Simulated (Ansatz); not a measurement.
# Cl₂H₂OSTi: a ladder of functionals and wavefunction methods

One table from this session's results is given with a row withheld; the runs are named, their logs left out.

Method: functionals in def2-TZVPP, the program's frozen cores in correlated methods; program: Ansatz 0.2.0, Gaussian basis.

The runs, in order: LDA (SPW92), PBE-D4, revPBE-D4, BLYP-D4, r2SCAN-D4, B97M-V, PBE0-D4, B3LYP-D4, r2SCANh-D4, r2SCAN0-D4, HSE06-D4, BHLYP-D4, CAM-B3LYP-D4, LC-ωPBE, ωB97X-V, ωB97M-V, B2PLYP, PBE-QIDH; CCSD(T)/def2-SVP; CCSD(T)/def2-TZVPP; MP2/def2-QZVPP; extrapolation to the limit; RPA on PBE.

### Structure used throughout

An earlier PBE0-D4 in a triple-zeta def2 set relaxation fixed the geometry.

SMILES `[OH][Ti]([SH])([Cl])[Cl]`, 7 atoms, charge 0, spin multiplicity 1.

Atoms are counted from 1 here; the program's logs count them from 0.

Bond lengths: O1–Ti2 1.744 Å, O1–H6 0.958 Å, Ti2–S3 2.268 Å, Ti2–Cl4 2.192 Å, Ti2–Cl5 2.187 Å, S3–H7 1.349 Å. Angles: Ti2–O1–H6 149.2°, O1–Ti2–S3 104.3°, O1–Ti2–Cl4 112.2°, O1–Ti2–Cl5 111.5°, S3–Ti2–Cl4 109.9°, S3–Ti2–Cl5 109.5°, Cl4–Ti2–Cl5 109.4°, Ti2–S3–H7 90.9°.

Geometry (Å):

```xyz
7

O    -1.3773    0.5587    0.8623
Ti   -0.1351    0.0385   -0.2459
S     1.3777   -1.0258    1.0661
Cl   -0.9056   -1.3416   -1.7641
Cl    0.8230    1.7398   -1.2321
H    -1.8639    1.2723    1.2758
H     2.1424   -1.3099   -0.0079
```

The first run:

in.yaml

```yaml
crystal:
  periodic: [false, false, false]
  atoms:
    - {symbol: O, position_ang: [-1.377256, 0.558724, 0.862312]}
    - {symbol: Ti, position_ang: [-0.135150, 0.038460, -0.245948]}
    - {symbol: S, position_ang: [1.377743, -1.025817, 1.066147]}
    - {symbol: Cl, position_ang: [-0.905632, -1.341578, -1.764128]}
    - {symbol: Cl, position_ang: [0.822958, 1.739801, -1.232058]}
    - {symbol: H, position_ang: [-1.863899, 1.272273, 1.275840]}
    - {symbol: H, position_ang: [2.142436, -1.309863, -0.007864]}
basis:
  gaussian: {orbitals: def2-TZVPP}
hamiltonian: {xc: lda}
output: {orbitals: {seedname: orbitals}}
```

Steps of the session up to this table: LDA; PBE-D4 (GGA); revPBE-D4 (GGA); BLYP-D4 (GGA); r2SCAN-D4 (meta-GGA); B97M-V (meta-GGA); PBE0-D4 (hybrid); B3LYP-D4 (hybrid); r2SCANh-D4 (hybrid); r2SCAN0-D4 (hybrid); HSE06-D4 (hybrid); BHLYP-D4 (hybrid); CAM-B3LYP-D4 (range-separated); LC-ωPBE-D4 (range-separated; the results give it without D4); ωB97X-V (range-separated); ωB97M-V (range-separated); B2PLYP (double hybrid); PBE-QIDH (double hybrid).

One table of the session follows, with a row left open; its other results are not shown here.

It belongs to the step «Orbital energies across the functionals». 

```
  functional  HOMO (eV)  LUMO (eV)  gap (eV)
 LDA (SPW92)      -6.91      -4.02      2.89
      PBE-D4      -6.76      -3.81      2.96
   revPBE-D4      -6.71      -3.73      2.98
     BLYP-D4      -6.59      -3.68      2.91
   r2SCAN-D4          ?          ?         ?
      B97M-V      -7.13      -3.76      3.36
     PBE0-D4      -7.97      -2.91      5.06
    B3LYP-D4      -7.71      -3.14      4.58
  r2SCANh-D4      -7.50      -3.42      4.08
  r2SCAN0-D4      -8.17      -2.87      5.30
    HSE06-D4      -7.57      -3.29      4.28
    BHLYP-D4      -9.01      -1.83      7.19
CAM-B3LYP-D4      -9.23      -1.83      7.40
     LC-ωPBE     -10.61      -0.83      9.78
     ωB97X-V     -10.25      -0.79      9.45
     ωB97M-V     -10.07      -0.75      9.32
```

**Question.** Estimate the row for r2SCAN-D4.

Worked estimate for «HOMO (eV)». Against the share of exact exchange, r2SCANh-D4 (0.1, -7.50), r2SCAN0-D4 (0.25, -8.17) give a slope of -4.47 per unit share; at 0 the line stands at -7.05.

As computed: HOMO (eV): -7.07; LUMO (eV): -3.78; gap (eV): 3.29. In «HOMO (eV)» the line misses by +0.02.
